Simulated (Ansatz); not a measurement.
# F₂Ga₂H₆N₂: up Jacob's ladder to CCSD(T)

One table from this session's results is given with a row withheld; the runs are named, their logs left out.

Computed with Ansatz 0.2.0, Gaussian basis. Level: functionals in def2-TZVPP, the program's frozen cores in correlated methods.

Levels to be run: LDA (SPW92), PBE-D4, revPBE-D4, BLYP-D4, r2SCAN-D4, B97M-V, PBE0-D4, B3LYP-D4, r2SCANh-D4, r2SCAN0-D4, HSE06-D4, BHLYP-D4, CAM-B3LYP-D4, LC-ωPBE, ωB97X-V, ωB97M-V, B2PLYP, PBE-QIDH; CCSD(T)/def2-SVP; MP2/def2-TZVPP; MP2/def2-QZVPP; RPA on PBE.

## Structure used throughout

The geometry comes from an earlier relaxation with PBE0-D4 in a triple-zeta def2 set; it is a stationary point, not always the lowest conformer.

SMILES `[F][Ga@H-]1[NH2+][Ga@@H-]([F])[NH2+]1`, 12 atoms, charge 0, spin multiplicity 1.

Atoms are counted from 1 here; the program's logs count them from 0.

Bond lengths: F1–Ga2 1.773 Å, Ga2–N3 1.999 Å, Ga2–N6 1.999 Å, Ga2–H7 1.555 Å, N3–Ga4 1.999 Å, N3–H8 1.016 Å, N3–H9 1.012 Å, Ga4–F5 1.773 Å, Ga4–N6 1.999 Å, Ga4–H10 1.555 Å, N6–H11 1.012 Å, N6–H12 1.016 Å. Angles: F1–Ga2–N3 104.2°, F1–Ga2–N6 104.2°, F1–Ga2–H7 121.3°, N3–Ga2–N6 86.6°, N3–Ga2–H7 117.3°, N6–Ga2–H7 117.3°, Ga2–N3–Ga4 93.1°, Ga2–N3–H8 110.7°, Ga2–N3–H9 117.2°, Ga4–N3–H8 110.7°, Ga4–N3–H9 117.2°, H8–N3–H9 107.4°, N3–Ga4–F5 104.2°, N3–Ga4–N6 86.6°, N3–Ga4–H10 117.3°, F5–Ga4–N6 104.2°, F5–Ga4–H10 121.3°, N6–Ga4–H10 117.3° and more.

Set-up of the first run:

in.yaml

```yaml
crystal:
  periodic: [false, false, false]
  atoms:
    - {symbol: F, position_ang: [-2.190942, -0.837262, 1.179213]}
    - {symbol: Ga, position_ang: [-0.423349, -0.703033, 1.206122]}
    - {symbol: N, position_ang: [0.135579, -1.200840, -0.647840]}
    - {symbol: Ga, position_ang: [0.691718, 0.666037, -1.098243]}
    - {symbol: F, position_ang: [-0.522155, 1.211603, -2.269568]}
    - {symbol: N, position_ang: [-0.066345, 1.191354, 0.675707]}
    - {symbol: H, position_ang: [0.411908, -1.283279, 2.382020]}
    - {symbol: H, position_ang: [-0.667901, -1.480430, -1.202788]}
    - {symbol: H, position_ang: [0.834903, -1.926762, -0.740702]}
    - {symbol: H, position_ang: [2.207749, 0.921623, -1.329371]}
    - {symbol: H, position_ang: [0.525397, 1.739197, 1.287550]}
    - {symbol: H, position_ang: [-0.936570, 1.701801, 0.557909]}
basis:
  gaussian: {orbitals: def2-TZVPP}
hamiltonian: {xc: lda}
output: {orbitals: {seedname: orbitals}}
```

Launch:

```console
ansatz run in.yaml --threads 4 --pin off --events-out ev --progress --plain --max-ram 11315MiB
```

Steps of the session up to this table: LDA; PBE-D4 (GGA); revPBE-D4 (GGA); BLYP-D4 (GGA); r2SCAN-D4 (meta-GGA); B97M-V (meta-GGA); PBE0-D4 (hybrid); B3LYP-D4 (hybrid); r2SCANh-D4 (hybrid); r2SCAN0-D4 (hybrid); HSE06-D4 (hybrid); BHLYP-D4 (hybrid); CAM-B3LYP-D4 (range-separated); LC-ωPBE (range-separated); ωB97X-V (range-separated); ωB97M-V (range-separated); B2PLYP (double hybrid); PBE-QIDH (double hybrid).

One table of the session follows, with a row left open; its other results are not shown here.

It belongs to the step «Orbital energies across the functionals». 

```
  functional  HOMO (eV)  gap (eV)
 LDA (SPW92)      -7.25      6.24
      PBE-D4      -7.11      6.32
   revPBE-D4      -7.05      6.37
     BLYP-D4      -7.02      6.26
   r2SCAN-D4      -7.46      7.16
      B97M-V      -7.58      6.94
     PBE0-D4      -8.55      8.51
    B3LYP-D4      -8.33      8.01
  r2SCANh-D4      -8.00      7.93
  r2SCAN0-D4      -8.79      9.06
    HSE06-D4      -8.14      7.75
    BHLYP-D4      -9.88     10.47
CAM-B3LYP-D4      -9.95     10.70
     LC-ωPBE     -11.29     13.27
     ωB97X-V          ?         ?
     ωB97M-V     -10.80     12.19
```

Q: Estimate the row for ωB97X-V from the others.

As computed: HOMO (eV): -10.94; gap (eV): 12.72. In the column «HOMO (eV)» it lies between LC-ωPBE (-11.29) and ωB97M-V (-10.80).
